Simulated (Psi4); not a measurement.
# One shape, several levels: AlClF2 (SMILES [F][Al]([F])[Cl])

We compute a comparison of 3 runs (BHLYP/def2-SVPD, CAM-B3LYP/def2-SVPD, M06-2X/def2-SVPD) of AlClF2. 

The calculation is run with Psi4 1.11.

1 further run of the same task is left out (set aside as unsound or not needed).

## (1) The system as given

The species is AlClF2 (4 atoms), meant as a singlet with charge 0. As SMILES, `[F][Al]([F])[Cl]`. One bond was lengthened or shortened from a relaxed shape.

Bond lengths: F1–Al2 1.875 Å, Al2–F3 1.631 Å, Al2–Cl4 2.061 Å. Angles: F1–Al2–F3 119.0°, F1–Al2–Cl4 120.5°, F3–Al2–Cl4 120.5°.

## (2) Energy and gradient at BHLYP/def2-SVPD (run 1)

calc.py reads:

```python
import psi4

psi4.set_memory('2200 MB')
psi4.set_num_threads(1)
psi4.set_output_file('psi4.out', False)

mol = psi4.geometry("""
0 1
F      2.14745831     1.58290074     2.48319272
Al     0.13092023    -0.09590360     0.10123263
F      0.51682120    -3.12526686    -0.31116230
Cl    -2.53219521     1.85724173    -1.96259396
units bohr
symmetry c1
""")

options = {'puream': True, 'e_convergence': 1e-09, 'd_convergence': 1e-08, 'scf_type': 'pk', 'dft_radial_points': 99, 'dft_spherical_points': 590}
psi4.set_options(options)

E, wfn = psi4.gradient('bhhlyp/def2-SVPD', molecule=mol, return_wfn=True)
psi4.oeprop(wfn, 'LOWDIN_CHARGES', 'WIBERG_LOWDIN_INDICES', 'MULLIKEN_CHARGES')
print('gradient / Eh bohr^-1')
print(E.np.round(6))
print(f'energy = {wfn.energy():.10f} Eh')
```

On the command line:

```
$ python calc.py
```

psi4.out:

```text
[...]
  Running in c1 symmetry.
[...]
  Nuclear repulsion =  190.796850976286038
[...]
  Multiplicity = 1
[...]
  Nalpha       = 24
  Nbeta        = 24
[...]
    Number of basis functions: 97
[...]
   @RKS iter   1:  -901.94590721805457   -7.15158e-01   6.54581e-03 DIIS/ADIIS
[...]
   @RKS iter  11:  -902.09252156733351   -1.93268e-12   2.57565e-09 DIIS
[...]
    Orbital Energies [Eh]
    ---------------------
    Doubly Occupied:
       1A   -102.807923     2A    -57.106183     3A    -25.324241
       4A    -25.286288     5A     -9.920787     6A     -7.576217
       7A     -7.572671     8A     -7.572094     9A     -4.551798
      10A     -3.022256    11A     -3.018571    12A     -3.016643
      13A     -1.329482    14A     -1.260637    15A     -0.964691
      16A     -0.602569    17A     -0.549939    18A     -0.547212
      19A     -0.533185    20A     -0.493943    21A     -0.488289
      22A     -0.482833    23A     -0.434062    24A     -0.427629
[...]
  @RKS Final Energy:  -902.09252156733351
   => Energetics <=
    Nuclear Repulsion Energy =            190.7968509762860378
    One-Electron Energy =               -1630.9925529647034637
    Two-Electron Energy =                 573.0107871646231388
    DFT Exchange-Correlation Energy =     -34.9076067435393185
    Empirical Dispersion Energy =           0.0000000000000000
    VV10 Nonlocal Energy =                  0.0000000000000000
    Total Energy =                       -902.0925215673335060
[...]
 Multipole Moments:
 ------------------------------------------------------------------------------------
     Multipole            Electronic (a.u.)      Nuclear  (a.u.)        Total (a.u.)
 ------------------------------------------------------------------------------------
 L = 1.  Multiply by 2.5417464519 to convert [e a0] to [Debye]
 Dipole X            :          0.4418103           -0.8468487           -0.4050383
 Dipole Y            :         -0.6270048            0.5700488           -0.0569560
 Dipole Z            :          0.2633848           -0.6696468           -0.4062620
 Magnitude           :                                                    0.5764971
[...]
  -Total Gradient:
     Atom            X                  Y                   Z
    ------   -----------------  -----------------  -----------------
       1        0.046762521609     0.039421126176     0.055369532507
       2       -0.044578889093    -0.043791829711    -0.054405870674
       3       -0.002322540481     0.005971763736    -0.000687667404
       4        0.000178324178    -0.001581492357    -0.000232416916
[...]
  Mulliken Charges: (a.u.)
   Center  Symbol    Alpha    Beta     Spin     Total
       1     F     4.84775  4.84775  0.00000 -0.69550
       2    AL     5.56302  5.56302  0.00000  1.87395
       3     F     4.82522  4.82522  0.00000 -0.65044
       4    CL     8.76400  8.76400  0.00000 -0.52801
   Total alpha = 24.00000, Total beta = 24.00000, Total charge = -0.00000
  Lowdin Charges: (a.u.)
   Center  Symbol    Alpha    Beta     Spin     Total
       1     F     4.76464  4.76464  0.00000 -0.52929
       2    AL     6.01157  6.01157  0.00000  0.97685
[...]
```

The script printed:

```text
gradient / Eh bohr^-1
[[ 0.046763  0.039421  0.05537 ]
 [-0.044579 -0.043792 -0.054406]
 [-0.002323  0.005972 -0.000688]
 [ 0.000178 -0.001581 -0.000232]]
energy = -902.0925215673 Eh
```

Run time: 19 s. Hardware: 1 thread of Intel Xeon Platinum 8259CL at 2.50GHz (Skylake/Cascade Lake), shared host; peak memory 0.9 GiB.

## (3) Energy and gradient at CAM-B3LYP/def2-SVPD (run 2)

run.py reads:

```python
import psi4

psi4.set_memory(2200000000)
psi4.set_num_threads(1)
psi4.core.set_output_file('psi4.out', False)

geom = psi4.geometry("""
0 1
F
Al 1 1.8753
F 2 1.630693 1 118.97296
Cl 2 2.060827 3 120.5138 1 -179.98461
units angstrom
symmetry c1
""")

psi4.set_options({
    'basis': 'def2-SVPD',
    'puream': True,
    'e_convergence': 1e-09,
    'd_convergence': 1e-08,
    'scf_type': 'pk',
    'dft_radial_points': 99,
    'dft_spherical_points': 590,
})

E, wfn = psi4.gradient('cam-b3lyp', return_wfn=True)
psi4.oeprop(wfn, 'MULLIKEN_CHARGES', 'WIBERG_LOWDIN_INDICES', 'QUADRUPOLE')
print('gradient / Eh bohr^-1')
print(E.np.round(6))
print(f'energy = {wfn.energy():.10f} Eh')
```

On the command line:

```
$ python run.py
```

psi4.out, shortened:

```text
[...]
  Running in c1 symmetry.
[...]
  Nuclear repulsion =  190.796851904467019
[...]
  Multiplicity = 1
[...]
  Nalpha       = 24
  Nbeta        = 24
[...]
    Number of basis functions: 97
[...]
   @RKS iter   1:  -901.97703095950317   -6.63728e-01   6.88779e-03 ADIIS/DIIS
[...]
   @RKS iter  11:  -902.13867839685236   -2.16005e-12   3.53949e-09 DIIS
[...]
  @RKS Final Energy:  -902.13867839685236
   => Energetics <=
    Nuclear Repulsion Energy =            190.7968519044670188
    One-Electron Energy =               -1630.7185949868453463
    Two-Electron Energy =                 589.2215638752319364
    DFT Exchange-Correlation Energy =     -51.4384991897060786
    Empirical Dispersion Energy =           0.0000000000000000
    VV10 Nonlocal Energy =                  0.0000000000000000
    Total Energy =                       -902.1386783968523559
[...]
  -Total Gradient:
     Atom            X                  Y                   Z
    ------   -----------------  -----------------  -----------------
       1        0.000004194776     0.000302328017    -0.077196517574
       2       -0.000012054030    -0.009857571911     0.081251764009
       3        0.000005043912     0.011838216986    -0.004333756156
       4        0.000003300952    -0.002301713879     0.000186513591
[...]
 Multipole Moments:
 ------------------------------------------------------------------------------------
     Multipole            Electronic (a.u.)      Nuclear  (a.u.)        Total (a.u.)
 ------------------------------------------------------------------------------------
 L = 1.  Multiply by 2.5417464519 to convert [e a0] to [Debye]
 Dipole X            :         -0.0004840            0.0001857           -0.0002983
 Dipole Y            :         -0.8110219            1.0258532            0.2148313
 Dipole Z            :         -0.1484773            0.6619367            0.5134595
 Magnitude           :                                                    0.5565907
 L = 2.  Multiply by 1.3450342976 to convert [e a0^2] to [Debye ang]
 Quadrupole XX       :        -22.5357399            0.0000089          -22.5357310
 Quadrupole XY       :         -0.0412513            0.0409441           -0.0003073
[...]
  Mulliken Charges: (a.u.)
   Center  Symbol    Alpha    Beta     Spin     Total
[...]
```

On the terminal:

```text
gradient / Eh bohr^-1
[[ 4.0000e-06  3.0200e-04 -7.7197e-02]
 [-1.2000e-05 -9.8580e-03  8.1252e-02]
 [ 5.0000e-06  1.1838e-02 -4.3340e-03]
 [ 3.0000e-06 -2.3020e-03  1.8700e-04]]
energy = -902.1386783969 Eh
```

Run time: 27 s. Hardware: 1 thread of Intel Xeon Platinum 8259CL at 2.50GHz (Skylake/Cascade Lake), shared host; peak memory 0.98 GiB.

## (4) Energy and gradient at M06-2X/def2-SVPD (run 3)

alclf2.inp reads:

```
memory 2.2 GB

molecule geom {
  F      1.136386     0.837635     1.314049
  Al     0.069280    -0.050750     0.053570
  F      0.273490    -1.653820    -0.164660
  Cl    -1.339980     0.982810    -1.038560
  units angstrom
  symmetry c1
}

set {
  basis def2-SVPD
  puream true
  e_convergence 1e-09
  d_convergence 1e-08
  scf_type pk
  dft_radial_points 99
  dft_spherical_points 590
}

E = gradient("m06-2x")
```

On the command line:

```
$ psi4 -i alclf2.inp -o alclf2.out -n 1
```

alclf2.out:

```text
[...]
  Running in c1 symmetry.
[...]
  Nuclear repulsion =  190.796850735955047
[...]
  Multiplicity = 1
[...]
  Nalpha       = 24
  Nbeta        = 24
[...]
    Number of basis functions: 97
[...]
   @RKS iter   1:  -901.92442133023951   -7.03327e-01   6.39495e-03 ADIIS/DIIS
[...]
   @RKS iter  11:  -902.06852306060841   -1.35287e-11   6.76787e-09 DIIS
[...]
    Orbital Energies [Eh]
    ---------------------
    Doubly Occupied:
       1A   -102.675815     2A    -56.988510     3A    -25.267605
       4A    -25.231450     5A     -9.844333     6A     -7.569254
       7A     -7.566142     8A     -7.565576     9A     -4.493810
      10A     -3.002586    11A     -2.999080    12A     -2.997071
      13A     -1.309110    14A     -1.242352    15A     -0.948217
      16A     -0.602849    17A     -0.550343    18A     -0.547440
      19A     -0.534579    20A     -0.494345    21A     -0.489722
      22A     -0.483757    23A     -0.436842    24A     -0.430531
[...]
  @RKS Final Energy:  -902.06852306060841
   => Energetics <=
    Nuclear Repulsion Energy =            190.7968507359550472
    One-Electron Energy =               -1630.9076733614540444
    Two-Electron Energy =                 570.2771169147786168
    DFT Exchange-Correlation Energy =     -32.2348173498880897
    Empirical Dispersion Energy =           0.0000000000000000
    VV10 Nonlocal Energy =                  0.0000000000000000
    Total Energy =                       -902.0685230606084133
[...]
 Multipole Moments:
 ------------------------------------------------------------------------------------
     Multipole            Electronic (a.u.)      Nuclear  (a.u.)        Total (a.u.)
 ------------------------------------------------------------------------------------
 L = 1.  Multiply by 2.5417464519 to convert [e a0] to [Debye]
 Dipole X            :          0.4643662           -0.8468487           -0.3824824
 Dipole Y            :         -0.6290475            0.5700488           -0.0589987
 Dipole Z            :          0.2846509           -0.6696468           -0.3849959
 Magnitude           :                                                    0.5458897
[...]
  -Total Gradient:
     Atom            X                  Y                   Z
    ------   -----------------  -----------------  -----------------
       1        0.046321111480     0.038942809068     0.054820101420
       2       -0.043884481855    -0.046912375547    -0.054543364763
       3       -0.002621282599     0.009390790080    -0.000091162760
       4        0.000137501449    -0.001508164284    -0.000253045311
[...]
```

It took 32 s on 1 thread of Intel Xeon Platinum 8259CL at 2.50GHz (Skylake/Cascade Lake), shared host; peak memory 1 GiB.

## (5) The series

| run | level | energy (Eh) | dipole moment (D) | HOMO energy (eV) | LUMO energy (eV) | wall time |
| --- | --- | --- | --- | --- | --- | --- |
| 1 | BHLYP/def2-SVPD | -902.092522 | 1.47 | -11.64 | -1.43 | 19 s |
| 2 | CAM-B3LYP/def2-SVPD | -902.138678 | 1.41 | -11.71 | -1.31 | 27 s |
| 3 | M06-2X/def2-SVPD | -902.068523 | 1.39 | -11.72 | -1.58 | 32 s |

## (6) Summary of results

```
                       quantity          value
            run 3: total energy  -902.06852 Eh
           run 3: dipole moment         1.39 D
             run 3: HOMO energy      -11.72 eV
             run 3: LUMO energy       -1.58 eV
           run 3: HOMO–LUMO gap       10.14 eV
run 3: largest force on an atom     4.333 eV/Å
```

In words: The dipole moment (its size) runs from 1.39 D (M06-2X/def2-SVPD) to 1.47 D (BHLYP/def2-SVPD). The HOMO–LUMO gap runs from 10.14 eV (M06-2X/def2-SVPD) to 10.40 eV (CAM-B3LYP/def2-SVPD). Totals of different functionals can't be ranked against each other. All runs together took 78 s, the longest 32 s.
